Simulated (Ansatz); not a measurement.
# Ni (Ni (100), 4 layers): how the settings move a single-point run

Aim: see which settings change the result for Ni (Ni (100), 4 layers), by how much, and at what cost.

Computed with Ansatz 0.2.0 (reference: DFT, PBE, PAW with Ansatz's default frozen-core files, scalar-relativistic, unless a step's input says otherwise).

**1. The starting structure**

It takes space group P4/nmm (No. 129, tetragonal). Conventional cell: a = 2.489 Å, b = 2.489 Å, c = 18.178 Å, α = 90.00°, β = 90.00°, γ = 90.00°. Ni (site symmetry 4mm) has 8 Ni at 2.44 to 2.49 Å as nearest neighbours. Ni (site symmetry 4mm) is surrounded by 12 Ni at 2.44 to 2.51 Å.

Structure file:

```cif
data_structure
_symmetry_space_group_name_H-M 'P 1'
_symmetry_Int_Tables_number 1
_cell_length_a 2.4894
_cell_length_b 2.4894
_cell_length_c 18.1782
_cell_angle_alpha 90.000
_cell_angle_beta 90.000
_cell_angle_gamma 90.000
_cell_volume 112.65
loop_
_atom_site_label
_atom_site_type_symbol
_atom_site_fract_x
_atom_site_fract_y
_atom_site_fract_z
_atom_site_occupancy
Ni1 Ni 0.25000 0.25000 0.35757 1
Ni2 Ni 0.75000 0.75000 0.45083 1
Ni3 Ni 0.25000 0.25000 0.54917 1
Ni4 Ni 0.75000 0.75000 0.64243 1
```

**2. The reference run**

The input, input.yaml:

```yaml
crystal:
  lattice:
    - [2.4893867674, 0.0, 0.0]
    - [0.0, 2.4893867674, 0.0]
    - [0.0, 0.0, 18.1782]
  atoms:
    - { symbol: Ni, position: [0.25, 0.25, 0.3575708074], spin: 1.0 }
    - { symbol: Ni, position: [0.75, 0.75, 0.4508338395], spin: 1.0 }
    - { symbol: Ni, position: [0.25, 0.25, 0.5491663578], spin: 1.0 }
    - { symbol: Ni, position: [0.75, 0.75, 0.6424291926], spin: 1.0 }
magnetization:
  spin_polarized: true
kpoints:
  mp_grid: { grid: [16, 16, 1] }
scf:
  occupations: { method: fermi_dirac, width: 0.1 }
hamiltonian:
  xc: pbe
  pseudopotentials: { kind: paw }
output:
  forces: true
  stress: true
  eigenvalues: true
efield:
  axis: 3
  amplitude: 0
  dipole_correction: true
```

Run with:

```sh
ansatz run input.yaml --threads 2 --pin off --max-ram 6144MiB --backend cpu --events-out ev --progress --plain --runs-dir out
```

**3. Changed: eigensolver.kind davidson**

Edit input.yaml of step 2 so:

```diff
@@ -16,2 +16,3 @@
   occupations: { method: fermi_dirac, width: 0.1 }
+  eigensolver: { kind: davidson }
 hamiltonian:
```

**4. Changing settings: accuracy high**

Edit input.yaml of step 2 so:

```diff
@@ -23,2 +23,6 @@
   eigenvalues: true
+  write_density: true
+  write_potential: true
+  elf: true
+  volumetric_format: npy
 efield:
@@ -27 +31,2 @@
   dipole_correction: true
+accuracy: high
```

**Question.** What will these runs give? Wanted: for each run, ending; energy change; abs. moment; force.

As calculated:

| run | ending | energy change | abs. moment (μB) | force (eV/Å) | cycles | time |
| --- | --- | --- | --- | --- | --- | --- |
| reference | converged | 0 | 3.09 | 0.00 | 14 | 44 s |
| 1: eigensolver.kind davidson | converged | 0.0 meV/atom | 3.09 | 0.00 | 16 | 73 s |
| 2: accuracy high | converged | 0.0 meV/atom | 3.09 | 0.00 | 19 | 70 s |

Times don't compare one to one where runs were asked for different outputs or read a saved state (see the inputs); cycles may leave out searches for a lower state.

Residual by cycle in the longest SCF loop of each run; runs are numbered as in the table. The quantity is the density residual dr2, in eV.

| cycle | reference | run 1 | run 2 |
| --- | --- | --- | --- |
| 1 | 3.9 | 4 | 3.9 |
| 3 | 0.205 | 0.208 | 0.204 |
| 4 | 0.15 | 0.151 | 0.144 |
| 6 | 0.0152 | 0.0172 | 0.0136 |
| 8 | 3.3e-4 | 7.5e-5 | 3.0e-4 |
| 9 | 4.9e-6 | 3.0e-5 | 4.6e-6 |
| 11 | 1.0e-6 | 5.1e-6 | 2.8e-6 |
| 12 | 2.6e-7 | 2.4e-7 | 1.9e-7 |
| 14 | 2.1e-8 | 9.5e-8 | 3.3e-8 |
| 16 | - | 5.0e-9 | 2.5e-10 |
| 17 | - | - | 2.3e-11 |
| 19 | - | - | 6.1e-11 |

**Reading.** Of the converged runs whose energies compare with the reference's, none moves it noticeably.
